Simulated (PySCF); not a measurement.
# C₄H₂F₃N: electronic excitations and core binding energies

Aim: predict the electronic excitations and core binding energies of C₄H₂F₃N (`N#C[C@@]1(F)[C@H](F)[C@@H]1F`).

Programs: PySCF 2.14.0, with density-fitted response routines of our own. Each step states its level of theory. These are calculated values for one molecule in the gas phase, unless marked as measured. Atoms are numbered from 0 throughout.

## 1. Starting geometry

10 atoms, charge 0, multiplicity 1; geometry from: GFN2-xTB.

Bonds of the start (Å): N0–C1 1.14, C1–C2 1.43, C2–F3 1.35, C2–C4 1.53, C4–F5 1.34, C4–C6 1.50, C6–F7 1.34, C6–C2 1.53, C4–H8 1.09, C6–H9 1.09.

## 2. Excited states and response: B3LYP/def2-SVPD

The job: settings as JSON, then the geometry in Å.

```
{"job": {"kind": "uv", "xc": "B3LYP", "basis": "def2-SVPD", "nstates": 8, "ntriplets": 3}, "charge": 0, "multiplicity": 1}
N      2.683044    -0.298390    -0.889087
C      1.687077    -0.337027    -0.330410
C      0.426807    -0.366164     0.345848
F      0.415769    -1.104349     1.480735
C     -0.452368     0.879855     0.303841
F     -1.149928     1.197657     1.406957
C     -0.849743    -0.334184    -0.488771
F     -1.892510    -1.072778    -0.074501
H     -0.087157     1.765390    -0.206064
H     -0.772107    -0.325356    -1.571076
```

Level: TDDFT B3LYP/def2-SVPD, vertical, gas phase, core orbitals frozen in the response.

Run with:

```bash
$ OMP_NUM_THREADS=1 python probes_run.py task.json out
```

The driver reads the jobs from task.json and runs them one after another.

Log:

```text
coarse grid: 9904 points
cycle   1  E = -507.2512339847  dE =  1.370e+00  |g| = 8.158e-01  |ddm| = 4.614e+00
cycle   2  E = -506.8031942962  dE =  4.480e-01  |g| = 1.720e+00  |ddm| = 2.696e+00
cycle   3  E = -507.3682269559  dE = -5.650e-01  |g| = 2.212e-01  |ddm| = 2.027e+00
cycle   4  E = -507.3758250634  dE = -7.598e-03  |g| = 1.138e-01  |ddm| = 3.035e-01
cycle   5  E = -507.3784351462  dE = -2.610e-03  |g| = 1.361e-02  |ddm| = 1.279e-01
cycle   6  E = -507.3784700067  dE = -3.486e-05  |g| = 3.866e-03  |ddm| = 3.283e-02
cycle   7  E = -507.3784736576  dE = -3.651e-06  |g| = 5.335e-04  |ddm| = 7.832e-03
final grid: 101384 points
cycle   8  E = -507.4522301126  dE = -3.382e-05  |g| = 6.407e-03  |ddm| = 8.027e-02
cycle   9  E = -507.4522179569  dE =  1.216e-05  |g| = 1.075e-02  |ddm| = 1.371e-02
cycle  10  E = -507.4522367740  dE = -1.882e-05  |g| = 6.870e-04  |ddm| = 8.704e-03
cycle  11  E = -507.4522368054  dE = -3.143e-08  |g| = 5.795e-04  |ddm| = 1.450e-03
cycle  12  E = -507.4522368777  dE = -7.227e-08  |g| = 5.465e-05  |ddm| = 6.200e-04
cycle  13  E = -507.4522368784  dE = -7.149e-10  |g| = 1.419e-05  |ddm| = 1.288e-04
converged SCF energy = -507.4522368784

Static polarisability (au): isotropic 51.646, principal 44.396 44.878 65.665

Singlet excitations
state   eV       nm        f      main configurations
  1   5.7946    214.0   0.00006   H->L 0.98
  2   6.3475    195.3   0.00338   H-1->L 0.97
  3   7.4353    166.8   0.03212   H->L+1 0.50, H-2->L 0.39
  4   7.4920    165.5   0.00371   H-4->L 0.50, H->L+2 0.39
  5   7.8564    157.8   0.00751   H-1->L+1 0.87
  6   7.9148    156.6   0.00997   H->L+2 0.57, H-4->L 0.40
  7   8.0173    154.6   0.02555   H-3->L 0.57, H-2->L 0.22, H-1->L+2 0.13
  8   8.2534    150.2   0.01387   H-1->L+2 0.59, H-3->L 0.31

Triplet excitations (Tamm-Dancoff, eV): 5.4051 5.8418 6.2057
```

Wall time 30 s (1 thread of Arm Neoverse V1, shared host); peak memory 0.77 GiB.

The orbitals next to the gap, with their largest atomic shares:

```tsv
orbital	eV	atoms
HOMO−3	-10.99	N0 75 %, C1 18 %
HOMO−2	-10.69	N0 49 %, C1 37 %, F3 8 %
HOMO−1	-9.40	C4 21 %, C6 21 %, F5 16 %
HOMO	-8.97	C2 20 %, N0 17 %, F3 12 %
LUMO	-1.82	N0 18 %, C1 16 %, C2 16 %
LUMO+1	-0.44	N0 36 %, C1 30 %, C2 11 %
LUMO+2	-0.11	C1 18 %, N0 15 %, H8 14 %
```

With each of the 8 states as a Gaussian band of 0.4 eV half-width at 1/e, the curve within the window shown has maxima at 195 nm (ε 140), 157 nm (ε 2,300) L/(mol cm). Beyond the last state computed it falls off for lack of states. The curve at chosen wavelengths:

(nm, ε (L/mol/cm)): (145, 538), (149, 1351), (152, 1951), (156, 2299), (160, 2202), (164, 1996), (167, 1757), (171, 1246), (175, 685), (178, 375), (182, 161), (186, 107), (190, 120), (193, 134), (197, 135), (201, 113), (205, 80), (208, 56), (212, 31), (216, 16), (219, 9), (223, 5), (227, 2), (231, 1), (234, 1), (238, 0)

Leading natural transition orbitals of singlet state 3: the hole lies on N0 35 %; C1, C2 about 15 % each; C4, C6 about 7 % each; the particle on N0 38 %; C1 38 %.

Leading natural transition orbitals of singlet state 1: the hole lies on N0 22 %; C2 22 %; F3 10 %; the particle on N0 22 %; C1, C2 about 16 % each; F3 12 %.

Ground-state properties from the same run:

```tsv
property	computed
dipole moment (D)	2.49
polarisability (Å³)	7.65
HOMO–LUMO gap (eV)	7.15
−ε(HOMO) (eV)	8.97
```

The fields below are evaluated on a grid from the run's orbitals.

Frontier orbitals at B3LYP/def2-SVPD, with the share of their density that lies nearest to each atom:

```tsv
orbital	energy (eV)	lies on
HOMO	-8.97	C2 22 %; N0 19 %; F3 11 %
LUMO	-1.82	N0 19 %; C1, C2 about 14 % each; F3 13 %
```

ELF in a plane through or near 4 of the atoms.

Values, 10 rows by 14 columns:
```
0.00 0.00 0.00 0.00 0.00 0.00 0.00 0.00 0.00 0.00 0.00 0.00 0.00 0.00
0.00 0.00 0.00 0.00 0.00 0.00 0.00 0.00 0.02 0.04 0.00 0.00 0.00 0.00
0.00 0.00 0.00 0.00 0.01 0.00 0.01 0.01 0.54 0.72 0.20 0.00 0.00 0.00
0.00 0.00 0.07 0.23 0.25 0.07 0.20 0.29 0.74 0.38 0.51 0.02 0.00 0.00
0.00 0.03 0.61 0.67 0.77 0.65 0.72 0.92 0.40 0.66 0.37 0.01 0.00 0.00
0.00 0.09 0.75 0.73 0.76 0.49 0.20 0.71 0.24 0.06 0.03 0.00 0.00 0.00
0.00 0.01 0.33 0.47 0.55 0.34 0.55 0.74 0.71 0.69 0.54 0.02 0.00 0.00
0.00 0.00 0.00 0.03 0.05 0.01 0.05 0.04 0.68 0.86 0.33 0.01 0.00 0.00
0.00 0.00 0.00 0.00 0.00 0.00 0.00 0.00 0.25 0.33 0.04 0.00 0.00 0.00
0.00 0.00 0.00 0.00 0.00 0.00 0.00 0.00 0.00 0.00 0.00 0.00 0.00 0.00
```
The map spans 10.9 Å across and 8.0 Å up, centred on the molecule. Atoms in the plane (x, y in Å): C1 (-1.7, 0.0), C2 (-0.4, 0.0), F5 (1.6, 1.4), F7 (1.6, -1.4).

On the surface of density 0.002 e/bohr³ the electrostatic potential runs, from the 1st to the 99th percentile, from -1.27 V near N0 to 1.96 V near H9.

## 3. X-ray photoelectron lines: SCAN, X2C

The job, as its differences from that of step 2:

```diff
@@ -1,2 +1,2 @@
-{"job": {"kind": "uv", "xc": "B3LYP", "basis": "def2-SVPD", "nstates": 8, "ntriplets": 3}, "charge": 0, "multiplicity": 1}
+{"job": {"kind": "xps"}, "charge": 0, "multiplicity": 1}
 N      2.683044    -0.298390    -0.889087
```

Level: delta-SCF UKS SCAN, pcX-2 on the ionised atom, pcseg-1 elsewhere, spin-free X2C.

Log:

```text
ground state, core basis on atom 0 (N), 153 functions
  cycle   1  E = -507.80469945  |g| = 7.60e-01
  cycle   2  E = -507.29195404  |g| = 1.78e+00
  cycle   3  E = -507.89043737  |g| = 2.97e-01
  cycle   4  E = -507.90641038  |g| = 1.23e-01
  cycle   5  E = -507.90936874  |g| = 2.52e-02
  cycle   6  E = -507.90950167  |g| = 4.27e-03
  cycle   7  E = -507.90950523  |g| = 2.17e-03
  cycle   8  E = -507.90950609  |g| = 8.28e-04
  cycle   9  E = -507.90950509  |g| = 2.31e-04
  E(ground) = -507.91012345 Eh
hole in N 1s of atom 0
  cycle   1  E = -492.28607491  |g| = 1.84e+00
  cycle   2  E = -488.66360959  |g| = 2.86e+00
  cycle   3  E = -492.45855895  |g| = 1.02e+00
  cycle   4  E = -492.81809986  |g| = 6.68e-01
  cycle   5  E = -492.92980865  |g| = 3.76e-01
  cycle   6  E = -492.98651287  |g| = 8.96e-02
  cycle   7  E = -492.98973887  |g| = 3.97e-02
  cycle   8  E = -492.99043745  |g| = 1.30e-02
  cycle   9  E = -492.99059882  |g| = 5.36e-03
  cycle  10  E = -492.99065310  |g| = 3.84e-03
  cycle  11  E = -492.99066939  |g| = 1.95e-03
  cycle  12  E = -492.99067241  |g| = 9.13e-04
  cycle  13  E = -492.99067287  |g| = 3.83e-04
  E(ion) = -492.99204392 Eh   <S^2> = 0.8108   hole on atom = 1.000   binding energy = 405.942 eV
ground state, core basis on atom 1 (C), 153 functions
  cycle   1  E = -507.90091892  |g| = 5.83e-02
  cycle   2  E = -507.90061010  |g| = 4.16e-02
  cycle   3  E = -507.90013010  |g| = 6.18e-02
  cycle   4  E = -507.90097805  |g| = 9.53e-03
  cycle   5  E = -507.90099709  |g| = 1.35e-03
  cycle   6  E = -507.90099919  |g| = 3.36e-04
  E(ground) = -507.90544602 Eh
hole in C 1s of atom 1
  cycle   1  E = -496.58722662  |g| = 1.51e+00
  cycle   2  E = -492.07547220  |g| = 3.03e+00
  cycle   3  E = -496.26628076  |g| = 1.27e+00
  cycle   4  E = -496.87560204  |g| = 7.97e-01
  cycle   5  E = -497.08749828  |g| = 3.31e-01
  cycle   6  E = -497.10977309  |g| = 1.90e-01
  cycle   7  E = -497.12996354  |g| = 4.17e-02
  cycle   8  E = -497.13076917  |g| = 1.57e-02
  cycle   9  E = -497.13093625  |g| = 8.06e-03
  cycle  10  E = -497.13099955  |g| = 4.94e-03
  cycle  11  E = -497.13106010  |g| = 3.50e-03
  cycle  12  E = -497.13108074  |g| = 2.05e-03
  cycle  13  E = -497.13108727  |g| = 4.23e-04
  E(ion) = -497.13412862 Eh   <S^2> = 0.8088   hole on atom = 1.000   binding energy = 293.102 eV
ground state, core basis on atom 2 (C), 153 functions
  cycle   1  E = -507.90529800  |g| = 6.44e-02
  cycle   2  E = -507.90425368  |g| = 7.57e-02
  cycle   3  E = -507.90473866  |g| = 5.82e-02
  cycle   4  E = -507.90546517  |g| = 1.42e-02
  cycle   5  E = -507.90550686  |g| = 1.96e-03
  cycle   6  E = -507.90550483  |g| = 6.16e-04
  cycle   7  E = -507.90550596  |g| = 9.38e-05
  E(ground) = -507.90651894 Eh
hole in C 1s of atom 2
  cycle   1  E = -496.49252560  |g| = 1.52e+00
  cycle   2  E = -493.75864344  |g| = 2.94e+00
  cycle   3  E = -496.65763443  |g| = 9.44e-01
  cycle   4  E = -496.82955333  |g| = 6.97e-01
  cycle   5  E = -497.03763419  |g| = 2.05e-01
  cycle   6  E = -497.05164024  |g| = 9.51e-02
  cycle   7  E = -497.05468277  |g| = 1.36e-02
  cycle   8  E = -497.05477875  |g| = 6.05e-03
  cycle   9  E = -497.05480174  |g| = 4.84e-03
  cycle  10  E = -497.05481406  |g| = 2.11e-03
  cycle  11  E = -497.05482106  |g| = 1.12e-03
  cycle  12  E = -497.05482284  |g| = 6.41e-04
  cycle  13  E = -497.05482331  |g| = 3.05e-04
  E(ion) = -497.05637055 Eh   <S^2> = 0.7744   hole on atom = 1.000   binding energy = 295.248 eV
ground state, core basis on atom 3 (F), 153 functions
  cycle   1  E = -507.94165226  |g| = 1.21e-01
  cycle   2  E = -507.94089591  |g| = 8.57e-02
  cycle   3  E = -507.94127318  |g| = 6.96e-02
  cycle   4  E = -507.94194816  |g| = 1.19e-02
  cycle   5  E = -507.94197734  |g| = 2.91e-03
  cycle   6  E = -507.94197992  |g| = 6.40e-04
  cycle   7  E = -507.94197965  |g| = 1.73e-04
  E(ground) = -507.94537687 Eh
hole in F 1s of atom 3
  cycle   1  E = -481.53790027  |g| = 2.58e+00
  cycle   2  E = -480.75023238  |g| = 2.46e+00
  cycle   3  E = -481.88975806  |g| = 1.07e+00
  cycle   4  E = -482.11172576  |g| = 8.19e-01
  cycle   5  E = -482.39555502  |g| = 2.72e-01
  cycle   6  E = -482.42869141  |g| = 7.02e-02
  cycle   7  E = -482.43057168  |g| = 2.39e-02
  cycle   8  E = -482.43078947  |g| = 8.10e-03
  cycle   9  E = -482.43080825  |g| = 2.53e-03
  cycle  10  E = -482.43081269  |g| = 8.86e-04
  cycle  11  E = -482.43081280  |g| = 3.63e-04
  E(ion) = -482.44010108 Eh   <S^2> = 0.7579   hole on atom = 1.000   binding energy = 694.034 eV
ground state, core basis on atom 4 (C), 153 functions
  cycle   1  E = -507.90178758  |g| = 9.92e-02
  cycle   2  E = -507.89956274  |g| = 1.43e-01
  cycle   3  E = -507.90272255  |g| = 2.24e-02
  cycle   4  E = -507.90274130  |g| = 1.80e-02
  cycle   5  E = -507.90280937  |g| = 3.98e-03
  cycle   6  E = -507.90281200  |g| = 1.22e-03
  cycle   7  E = -507.90281302  |g| = 1.52e-04
  E(ground) = -507.90451581 Eh
hole in C 1s of atom 4
  cycle   1  E = -496.51389325  |g| = 1.51e+00
  cycle   2  E = -491.72272860  |g| = 3.10e+00
  cycle   3  E = -495.90945460  |g| = 1.57e+00
  cycle   4  E = -497.01843179  |g| = 3.95e-01
  cycle   5  E = -497.04582426  |g| = 2.80e-01
  cycle   6  E = -497.07195042  |g| = 1.10e-01
  cycle   7  E = -497.07645879  |g| = 3.10e-02
  cycle   8  E = -497.07670522  |g| = 1.83e-02
  cycle   9  E = -497.07684360  |g| = 4.88e-03
  cycle  10  E = -497.07685617  |g| = 2.18e-03
  cycle  11  E = -497.07685825  |g| = 1.14e-03
  cycle  12  E = -497.07685888  |g| = 4.62e-04
  E(ion) = -497.07860498 Eh   <S^2> = 0.7730   hole on atom = 1.000   binding energy = 294.588 eV
ground state, core basis on atom 5 (F), 153 functions
  cycle   1  E = -507.94092638  |g| = 1.19e-01
  cycle   2  E = -507.94034645  |g| = 7.61e-02
  cycle   3  E = -507.94055282  |g| = 6.74e-02
  cycle   4  E = -507.94119229  |g| = 5.42e-03
  cycle   5  E = -507.94119785  |g| = 8.93e-04
  cycle   6  E = -507.94119729  |g| = 6.30e-04
  cycle   7  E = -507.94119866  |g| = 1.87e-04
  E(ground) = -507.94523608 Eh
hole in F 1s of atom 5
  cycle   1  E = -481.54104611  |g| = 2.58e+00
  cycle   2  E = -480.17030793  |g| = 2.59e+00
  cycle   3  E = -481.54061646  |g| = 1.25e+00
  cycle   4  E = -482.24358923  |g| = 6.35e-01
  cycle   5  E = -482.27495335  |g| = 5.76e-01
  cycle   6  E = -482.42744841  |g| = 9.17e-02
  cycle   7  E = -482.43073730  |g| = 2.70e-02
  cycle   8  E = -482.43098849  |g| = 1.29e-02
  cycle   9  E = -482.43104119  |g| = 2.96e-03
  cycle  10  E = -482.43104369  |g| = 1.15e-03
  cycle  11  E = -482.43104464  |g| = 4.49e-04
  E(ion) = -482.44036036 Eh   <S^2> = 0.7569   hole on atom = 1.000   binding energy = 694.023 eV
```

Wall time 43 s (1 thread of Arm Neoverse V1, shared host); peak memory 0.6 GiB.

The holes in one table. −ε is the ground-state orbital energy:

```tsv
hole	stands for	environment	ΔSCF (eV)	−ε (eV)	⟨S²⟩
N1s on N0	N0	nitrile nitrogen	405.94	386.9	0.811
C1s on C1	C1	nitrile carbon	293.10	275.5	0.809
C1s on C2	C2	three-membered-ring carbon bearing a halogen	295.25	278.2	0.774
F1s on F3	F3	fluorine on an sp3 carbon	694.03	668.1	0.758
C1s on C4	C4, C6	three-membered-ring carbon bearing a halogen	294.59	277.6	0.773
F1s on F5	F5, F7	fluorine on an sp3 carbon	694.02	668.0	0.757
```

Each hole run stands for the others of its class of like atoms.

## 4. Results

```
                                quantity                               value
        lowest singlet (B3LYP/def2-SVPD)         5.79 eV (214 nm), f = 0.000
brightest single state of those computed         state 3, 7.44 eV, f = 0.032
                          lowest triplet                             5.41 eV
   surface potential, 1st and 99th percentile                  -1.27 V and 1.96 V
        C1s binding energies, SCAN/pcX-2  C2 295.25, C4 294.59, C1 293.10 eV
        F1s binding energies, SCAN/pcX-2             F3 694.03, F5 694.02 eV
        N1s binding energies, SCAN/pcX-2                        N0 405.94 eV
```

What this shows: The lowest singlet, at 5.79 eV, is HOMO→LUMO 0.98 and is dark; of the 8 states computed, the strongest absorption comes from state 3 at 7.44 eV. The lowest triplet lies 0.39 eV below the lowest singlet (triplets in Tamm-Dancoff, singlets in full TDDFT). At B3LYP/def2-SVPD, counted by nearest atom on the grid, the HOMO lies on C2 22 %; N0 19 %, the LUMO on N0 19 %; C1, C2 about 14 % each. C2 (three-membered-ring carbon bearing a halogen) binds its C1s electron 2.15 eV more tightly than C1 (nitrile carbon). The F1s levels computed lie within 0.01 eV of one another, too close to rank.
